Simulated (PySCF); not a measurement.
# HgF2: other functionals and bases at one geometry

One table from this session's results is given with a row withheld; the runs are named, their logs left out.

Computed with PySCF 2.14.0. Level: several levels, as the steps say, no spin–orbit coupling.

3 further runs of the same task are left out: 2 for a known fault of the program, 1 that didn't finish.

## Where the work starts

3 atoms, charge 0, spin multiplicity 1.

Bond lengths: Hg1–F2 1.936 Å, Hg1–F3 1.936 Å. Angles: F2–Hg1–F3 180.0°.

Geometry (Å):

```
atom   x (Å)   y (Å)    z (Å)
 Hg1  0.0000  0.0000   0.0000
  F2  0.0000  0.0000   1.9362
  F3  0.0000  0.0000  -1.9362
```

Formal oxidation states: Hg +2. An earlier session relaxed this geometry at BP86, Hg def2-SVP with ECP60, F def2-SVP (singlet, point group D∞h).

At BP86 on the finer grid: E = -353.132250 Eh, HOMO -8.01 eV, LUMO -3.47 eV, Mulliken charge on Hg1 +0.73 e, largest force component 0.031 eV/Å. 

Levels to run: HF; wB97X; M06-L; TPSSh; BP86, TZVP; BP86, x2c-SVP. Hardware: 2 threads of Intel Xeon Platinum 8259CL at 2.50GHz (Skylake/Cascade Lake), shared host.

The first run:

run.py (the lines that set the calculation) reads:

```python
mol = gto.M(atom='''
Hg     0.00000     0.00000     0.00000
F      0.00000     0.00000     1.93615
F      0.00000     0.00000    -1.93615''',
    basis={'Hg': 'def2-SVP', 'F': 'def2-SVP'},
    ecp={'Hg': 'def2-SVP'},
    charge=0, spin=0)
mf = scf.RHF(mol)
mf = mf.density_fit()  # fitting sets: Hg def2-universal-JKFIT, F def2-universal-JKFIT
mf.conv_tol = 1e-08; mf.max_cycle = 55
mf.kernel(dm0)  # dm0: the density of the relaxed state
```

Started as:

```bash
OMP_NUM_THREADS=2 python run.py
```

Steps of the session up to this table: HF; wB97X; M06-L; TPSSh; BP86, TZVP; BP86, x2c-SVP.

One of the session's tables, all rows but one given; the rest of the session is left out.

```
              level  HOMO (eV)  gap (eV)  charge on Hg1 (e)  largest force component (eV/Å)
BP86 (relaxed here)      -8.01      4.54               0.73                            0.03
                 HF     -14.64     15.89               1.19                            0.37
              wB97X     -12.29     12.23               0.89                            0.38
              M06-L      -8.21      5.25               0.92                            0.22
              TPSSh      -8.77      5.97               0.83                            0.22
         BP86, TZVP      -8.48      4.74               0.89                            0.10
      BP86, x2c-SVP          ?         ?                  ?                               ?
```

**Question.** Estimate the row for BP86, x2c-SVP.

As computed: HOMO (eV): -8.36; gap (eV): 4.58; charge on Hg1 (e): 0.58; largest force component (eV/Å): 0.25. In the column «HOMO (eV)» it lies between BP86, TZVP (-8.48) and M06-L (-8.21).

In one basis the HOMO–LUMO gap runs from 4.54 eV (BP86) to 15.89 eV (HF). The largest leftover force, 0.38 eV/Å with wB97X, stands at a geometry relaxed at another level. Total energies of different levels can't be compared.
